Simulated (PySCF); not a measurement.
# InH2F (SMILES [H][In]([H])[F]) at CISD/STO-3G

What is the vertical singlet–triplet gap of InH2F at CISD/STO-3G? The job is set up through a Python script.

The calculation is run with PySCF 2.14.0.

2 further runs of the same task are left out: 2 set aside as unsound or not needed.

### 1 The system as given

InH2F: 4 atoms, total charge 0, spin state singlet. SMILES: `[H][In]([H])[F]`. The shape comes from GFN2-xTB, which is rough for such elements, and wasn't checked as a minimum.

Bond lengths: In1–F4 1.946 Å, In1–H2 1.693 Å, In1–H3 1.691 Å. Angles: H2–In1–F4 114.4°, H3–In1–F4 114.5°, H2–In1–H3 131.1°.

### 2 The energy at CISD/STO-3G

The input, calc.py:

```python
from pyscf import gto, scf, ci

system = gto.Mole()
system.atom = 'In 0.069180 0.117330 -0.000190; H 1.751200 -0.073770 0.013580; H -0.891440 1.509340 -0.018860; F -0.928940 -1.552910 0.005460'
system.basis = 'sto-3g'
system.max_memory = 1860
system.verbose = 4
system.build()

calc0 = scf.RHF(system)
calc0.conv_tol = 1e-10
calc0.kernel()
if not calc0.converged:
    calc0 = calc0.newton().run(calc0.mo_coeff, calc0.mo_occ)

cisd = ci.CISD(calc0, frozen=19)
cisd.kernel()
energy = cisd.e_tot
print('E = %.10f Eh' % energy)
```

Run with:

```sh
$ OMP_NUM_THREADS=1 python calc.py
```

Log:

```text
PySCF version 2.14.0

[INPUT] num. atoms = 4
[INPUT] num. electrons = 60
[INPUT] charge = 0
[INPUT] spin (= nelec alpha-beta = 2S) = 0
[INPUT] symmetry False subgroup None
[INPUT] Mole.unit = angstrom
[INPUT] Symbol           X                Y                Z      unit          X                Y                Z       unit  Magmom
[INPUT]  1 In     0.069180000000   0.117330000000  -0.000190000000 AA    0.130731253297   0.221721566195  -0.000359047964 Bohr   0.0
[INPUT]  2 H      1.751200000000  -0.073770000000   0.013580000000 AA    3.309288389338  -0.139405096209   0.025662480772 Bohr   0.0
[INPUT]  3 H     -0.891440000000   1.509340000000  -0.018860000000 AA   -1.684577456482   2.852239228851  -0.035640234709 Bohr   0.0
[INPUT]  4 F     -0.928940000000  -1.552910000000   0.005460000000 AA   -1.755442186153  -2.934574596098   0.010317904640 Bohr   0.0

nuclear repulsion = 153.866038925909
number of shells = 16
number of NR pGTOs = 102
number of NR cGTOs = 34
basis = sto-3g
ecp = {}

******** <class 'pyscf.scf.hf.RHF'> ********
method = RHF
initial guess = minao
damping factor = 0
level_shift factor = 0
DIIS = <class 'pyscf.scf.diis.CDIIS'>
diis_start_cycle = 1
diis_space = 8
diis_damp = 0
SCF conv_tol = 1e-10
SCF conv_tol_grad = None
SCF max_cycles = 50
direct_scf = True
direct_scf_tol = 1e-13
Set gradient conv threshold to 1e-05
Initial guess from minao.
init E= -5766.22130775893
  HOMO = -0.614923900510034  LUMO = -0.242839386137525  gap/eV = 10.12494
cycle= 1 E= -5781.9666985255  delta_E= -15.7  |g|= 0.409  |ddm|= 2.13
  HOMO = -0.156357518962463  LUMO = 0.228593482700961  gap/eV = 10.47505
cycle= 2 E= -5782.05301110093  delta_E= -0.0863  |g|= 0.0998  |ddm|= 0.941
  HOMO = -0.311143839682723  LUMO = 0.222893423340289  gap/eV = 14.53189
cycle= 3 E= -5782.0582946993  delta_E= -0.00528  |g|= 0.0265  |ddm|= 0.217
  HOMO = -0.307754680348376  LUMO = 0.219302956319279  gap/eV = 14.34197
cycle= 4 E= -5782.05887649491  delta_E= -0.000582  |g|= 0.00923  |ddm|= 0.0661
  HOMO = -0.309805804964379  LUMO = 0.219781045516558  gap/eV = 14.41079
cycle= 5 E= -5782.05899626747  delta_E= -0.00012  |g|= 0.00251  |ddm|= 0.0386
  HOMO = -0.309785239563562  LUMO = 0.219724478325166  gap/eV = 14.40869
cycle= 6 E= -5782.0590063522  delta_E= -1.01e-05  |g|= 0.000258  |ddm|= 0.0133
  HOMO = -0.309737722185815  LUMO = 0.219725632463013  gap/eV = 14.40743
cycle= 7 E= -5782.05900642144  delta_E= -6.92e-08  |g|= 4.98e-05  |ddm|= 0.000981
  HOMO = -0.309729704785535  LUMO = 0.219728150963029  gap/eV = 14.40728
cycle= 8 E= -5782.05900642405  delta_E= -2.61e-09  |g|= 9.53e-06  |ddm|= 0.000179
  HOMO = -0.309730438263168  LUMO = 0.219727996650792  gap/eV = 14.40730
cycle= 9 E= -5782.05900642416  delta_E= -1.06e-10  |g|= 1.45e-06  |ddm|= 3.78e-05
  HOMO = -0.309730525728551  LUMO = 0.219727955547658  gap/eV = 14.40730
cycle= 10 E= -5782.05900642417  delta_E= -1.36e-11  |g|= 3.06e-07  |ddm|= 5e-06
  HOMO = -0.30973050500979  LUMO = 0.219727948865185  gap/eV = 14.40730
Extra cycle  E= -5782.05900642417  delta_E= 3.64e-12  |g|= 1.28e-07  |ddm|= 7.15e-07
converged SCF energy = -5782.05900642417

******** <class 'pyscf.ci.cisd.RCISD'> ********
CISD nocc = 11, nmo = 15
frozen orbitals 19
max_cycle = 50
direct = 0
conv_tol = 1e-09
max_cycle = 50
max_space = 12
lindep = 0
nroots = 1
Init t2, MP2 energy = -0.050757697974067
RCISD converged
E(RCISD) = -5782.12621626814  E_corr = -0.06720984397333396
E = -5782.1262162681 Eh
```

It took 0.89 s on 1 thread of Intel Xeon Platinum 8488C (Sapphire Rapids), shared host; peak memory 0.1 GiB.

### 3 The triplet at the same level

The input, calc.py:

```python
from pyscf import gto, ci

mol = gto.M(
    atom='''
In     0.069180     0.117330    -0.000190
H      1.751200    -0.073770     0.013580
H     -0.891440     1.509340    -0.018860
F     -0.928940    -1.552910     0.005460
''',
    spin=2,
    basis='sto-3g',
    verbose=3,
    charge=0,
    max_memory=1860,
)

calc0 = mol.UHF()
calc0.conv_tol = 1e-10
calc0.kernel()
if not calc0.converged:
    calc0 = calc0.newton().run(calc0.mo_coeff, calc0.mo_occ)

cisd = ci.CISD(calc0, frozen=19)
cisd.kernel()
energy = cisd.e_tot
print('E = %.10f Eh' % energy)
```

Run with:

```sh
$ OMP_NUM_THREADS=1 python calc.py
```

Log:

```text
WARN: HOMO -0.242839386137525 >= LUMO -0.614923900510034

WARN: HOMO -0.0269191010700557 >= LUMO -0.0331777042068984

SCF not converged.
SCF energy = -5781.82018445829 after 50 cycles  <S^2> = 2.0456514  2S+1 = 3.0302814
converged SCF energy = -5781.90052333768  <S^2> = 2.0252838  2S+1 = 3.0168088
E(UCISD) = -5781.949554298161  E_corr = -0.04903096048097044
E = -5781.9495542982 Eh
```

It took 2.3 s on 1 thread of Intel Xeon Platinum 8488C (Sapphire Rapids), shared host; peak memory 0.12 GiB.

### 4 What came out

Level: CISD/STO-3G, 19 core orbitals frozen.

```
                                                           quantity           value
                                              singlet: total energy  -5782.12622 Eh
                      singlet: dipole moment (Hartree–Fock density)          1.38 D
                       singlet: HOMO energy (Hartree–Fock orbitals)        -8.43 eV
                       singlet: LUMO energy (Hartree–Fock orbitals)         5.98 eV
                     singlet: HOMO–LUMO gap (Hartree–Fock orbitals)        14.41 eV
              singlet: correlation energy (19 core orbitals frozen)       -67.2 mEh
                                              triplet: total energy  -5781.94955 Eh
                      triplet: dipole moment (Hartree–Fock density)          4.02 D
triplet: HOMO energy (Hartree–Fock orbitals) (highest over α and β)        -1.57 eV
 triplet: LUMO energy (Hartree–Fock orbitals) (lowest over α and β)         3.87 eV
              triplet: correlation energy (19 core orbitals frozen)       -49.0 mEh
                         triplet: ⟨S²⟩ of the reference determinant           2.025
                   vertical energy of the triplet above the singlet        4.807 eV
```

At this shape the triplet lies 4.81 eV (111 kcal/mol) above the singlet. In a minimal basis such a difference can be off by several eV, whatever the method. Mulliken charges (singlet) of the mean-field density run from -0.35 on F4 to +0.74 on In1; they depend strongly on the basis. Relativity is left out (singlet) although the molecule holds a heavy atom. Relativity is left out (triplet) although the molecule holds a heavy atom.
